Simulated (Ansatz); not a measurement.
Debugging the orbital character of the bands of In₃Sb, space group Pm-3m (the Python package of Ansatz (0.2.0)).

The script, `in3sb.py`:
```python
'''Orbital character of the bands of In3Sb.'''

from pathlib import Path

import ansatz as az
import pandas as pd
from pymatgen.core import Lattice, Structure
from pymatgen.io.ase import AseAtomsAdaptor


def main() -> None:
    pmg_structure = Structure(
        Lattice([(4.83696, 0.0, 0.0), (0.0, 4.83696, 0.0), (0.0, 0.0, 4.83696)]),
        ['In', 'In', 'In', 'Sb'],
        [
            (0.5, 0.5, 0.0),
            (0.5, 0.0, 0.5),
            (0.0, 0.5, 0.5),
            (0.0, 0.0, 0.0),
        ],
    )
    in3sb = az.Crystal.from_ase(AseAtomsAdaptor.get_atoms(pmg_structure))

    points = {'G': (0.0, 0.0, 0.0), 'X': (0.0, 0.5, 0.0), 'M': (0.5, 0.5, 0.0), 'R': (0.5, 0.5, 0.5)}
    calc = in3sb.calculation()
    calc = calc.functional('r2scan')
    calc = calc.kpoints(4, 4, 4)
    calc = calc.occupations('fixed').band_structure(list(points.values()), intervals=1)
    calc = calc.fat_bands()
    res = calc.run(threads=1, pin='off')
    report = res.report
    file = Path(res.write_results('results')) / 'fatbands.tsv'
    names = file.read_text().splitlines()[0].lstrip('# ').split('\t')
    table = pd.read_csv(file, sep='\t', comment='#', names=names)
    near = table[table.e_minus_ef.abs() < 3]
    for ik, label in enumerate(points):
        print(label)
        for _, row in near[near.ik == ik].iterrows():
            main = row[names[4:]].astype(float).nlargest(2)
            print(f'   band {int(row.band):3d} {row.e_minus_ef:7.3f} eV  ' + ', '.join(f'{k} {v:.2f}' for k, v in main.items()))


if __name__ == '__main__':
    main()
```

Output of `python in3sb.py`:
```text
DeckWarning: basis.ecutwfc = 500 eV, auto-derived from the records' recommended cutoffs: set by In (their level for a meta-GGA)
RunWarning: iter 1: σ=0 fill of 27 bands saw a band overlap (occupied 9.8313 eV > unoccupied 6.2173 eV) — on an unconverged iterate often a transient of an unconverged empty band; one that stands at [...]
RunWarning: a fill by count may have filled part of one level: at k-index 2 the highest filled band, 9.258510 eV, and the lowest empty band, 9.258510 eV, stand 3.553e-15 eV apart, within the solve's [...]
RunWarning: the bands overlap at the fill by count (27 filled at each k-point of a channel): the highest filled level, 9.905602 eV at k-index 5, stands 3.7746 eV over the lowest empty one, 6.131030 [...]
G
   band  25  -2.775 eV  in1_l0_5S 0.57, in2_l0_5S 0.38
   band  26  -2.775 eV  in0_l0_5S 0.62, in2_l0_5S 0.27
   band  27   1.965 eV  sb3_l1_5P 0.46, in0_l1_5P 0.41
   band  28   1.965 eV  sb3_l1_5P 0.46, in2_l1_5P 0.43
   band  29   1.965 eV  in1_l1_5P 0.46, sb3_l1_5P 0.46
X
   band  23  -2.223 eV  in0_l0_5S 0.50, in2_l0_5S 0.50
   band  24  -1.970 eV  sb3_l1_5P 0.71, in1_l1_5P 0.28
   band  25  -1.970 eV  sb3_l1_5P 0.71, in1_l1_5P 0.28
   band  26  -0.647 eV  in0_l1_5P 0.50, in2_l1_5P 0.49
   band  27  -0.647 eV  in2_l1_5P 0.50, in0_l1_5P 0.49
   band  28  -0.189 eV  sb3_l1_5P 0.67, in1_l1_5P 0.27
   band  29   0.924 eV  in0_l1_5P 0.46, in2_l1_5P 0.46
M
   band  24  -0.949 eV  sb3_l1_5P 0.98, in1_l2_4D 0.00
   band  25  -0.281 eV  in1_l1_5P 0.33, in2_l1_5P 0.33
   band  26  -0.000 eV  sb3_l1_5P 0.41, in2_l0_5S 0.39
   band  27  -0.000 eV  sb3_l1_5P 0.41, in1_l0_5S 0.39
   band  28   0.951 eV  in0_l0_5S 0.51, in1_l1_5P 0.22
   band  29   1.250 eV  in2_l1_5P 0.95, in1_l1_5P 0.01
   band  30   1.250 eV  in1_l1_5P 0.95, in2_l1_5P 0.01
   band  31   1.381 eV  in0_l1_5P 0.97, in1_l2_4D 0.00
R
```
(Warnings from the package without file and line, shortened.)

No error stopped it. What is wrong with the input all the same?

The fault: fixed occupations, though the bands overlap at this level of theory. The correction:

```diff
--- before
+++ after
@@ -27,3 +27,3 @@
     calc = calc.kpoints(4, 4, 4)
-    calc = calc.occupations('fixed').band_structure(list(points.values()), intervals=1)
+    calc = calc.occupations('fermi_dirac', width=0.05).band_structure(list(points.values()), intervals=1)
     calc = calc.fat_bands()
```

With that change:

Running `python in3sb.py` prints:
```text
DeckWarning: basis.ecutwfc = 500 eV, auto-derived from the records' recommended cutoffs: set by In (their level for a meta-GGA)
G
   band  25  -2.534 eV  in0_l0_5S 0.64, in2_l0_5S 0.17
   band  26  -2.534 eV  in1_l0_5S 0.49, in2_l0_5S 0.47
   band  27   2.138 eV  sb3_l1_5P 0.45, in2_l1_5P 0.41
   band  28   2.138 eV  sb3_l1_5P 0.45, in1_l1_5P 0.24
   band  29   2.138 eV  sb3_l1_5P 0.45, in1_l1_5P 0.27
X
   band  23  -1.956 eV  in0_l0_5S 0.50, in2_l0_5S 0.50
   band  24  -1.925 eV  sb3_l1_5P 0.72, in1_l1_5P 0.27
   band  25  -1.925 eV  sb3_l1_5P 0.72, in1_l1_5P 0.27
   band  26  -0.442 eV  in2_l1_5P 0.51, in0_l1_5P 0.47
   band  27  -0.442 eV  in0_l1_5P 0.51, in2_l1_5P 0.47
   band  28  -0.055 eV  sb3_l1_5P 0.68, in1_l1_5P 0.26
   band  29   1.058 eV  in0_l1_5P 0.46, in2_l1_5P 0.46
M
   band  24  -0.941 eV  sb3_l1_5P 0.98, in1_l2_4D 0.00
   band  25  -0.158 eV  in1_l1_5P 0.34, in2_l1_5P 0.34
   band  26   0.138 eV  sb3_l1_5P 0.40, in2_l0_5S 0.38
   band  27   0.138 eV  sb3_l1_5P 0.40, in1_l0_5S 0.38
   band  28   1.265 eV  in0_l0_5S 0.50, in1_l1_5P 0.23
   band  29   1.408 eV  in2_l1_5P 0.94, in1_l1_5P 0.02
   band  30   1.408 eV  in1_l1_5P 0.94, in2_l1_5P 0.02
   band  31   1.656 eV  in0_l1_5P 0.97, in1_l2_4D 0.00
R
```
(Warnings from the package without file and line.)

Reading the output:
- The computed bands are complete only to about 3.6 eV above the Fermi level.
- For a metal this k-point mesh is coarse: on a finer one energies can move by several to tens of meV an atom and pressures by half a GPa or more, differences at one mesh by less.
- The structure comes from a database of computed cells and needn't be a stable or known phase.
- Gaps and levels are Kohn-Sham values on a finite set of k-points, without spin-orbit coupling.
- Energies are less the Fermi level and bands count from 0. Only the largest channels are printed, equivalent atoms hold more, and in degenerate sets the split between sites is arbitrary; shells that the potentials lack have no channel.
- Run time: 7.7 s on 1 thread of Arm Neoverse V2, with other jobs on the host, peak memory 0.66 GiB.
